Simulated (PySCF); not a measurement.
The system is OZnClH, in a box.

```
O Zn Cl H
1.0
    13.00000    0.00000    0.00000
     0.00000   12.00000    0.00000
     0.00000    0.00000   12.00000
O Zn Cl H
1 1 1 1
Cartesian
  5.6319 7.1020 5.2202
  6.7893 6.0610 6.0553
  8.2452 4.9400 7.0370
  4.7808 6.7028 5.0309
```

Base run:

| Quantity | Value |
| --- | --- |
| Program | PySCF 2.14.0 |
| Functional | MN15-L |
| Potentials or basis | 6-31g* (all-electron) |
| k mesh | 1 × 1 × 1 |
| Occupations | fixed |
| Spin | no spin polarisation |

Its results: gap between the frontier levels 5.51 eV.

After a change of settings the same cell gave: gap between the frontier levels 4.57 eV. Which change was it?
A. functional from MN15-L to r2SCAN50; dispersion from none to D3(BJ)
B. functional from MN15-L to RPBE; dispersion from none to D4
C. functional from MN15-L to SCAN; dispersion from none to D3(BJ)

B.

Caveats: this is a molecule in a periodic box at the Γ point, so its band gap is the HOMO-LUMO gap; the basis of atomic orbitals isn't converged, which shifts pressures, moduli and gaps.
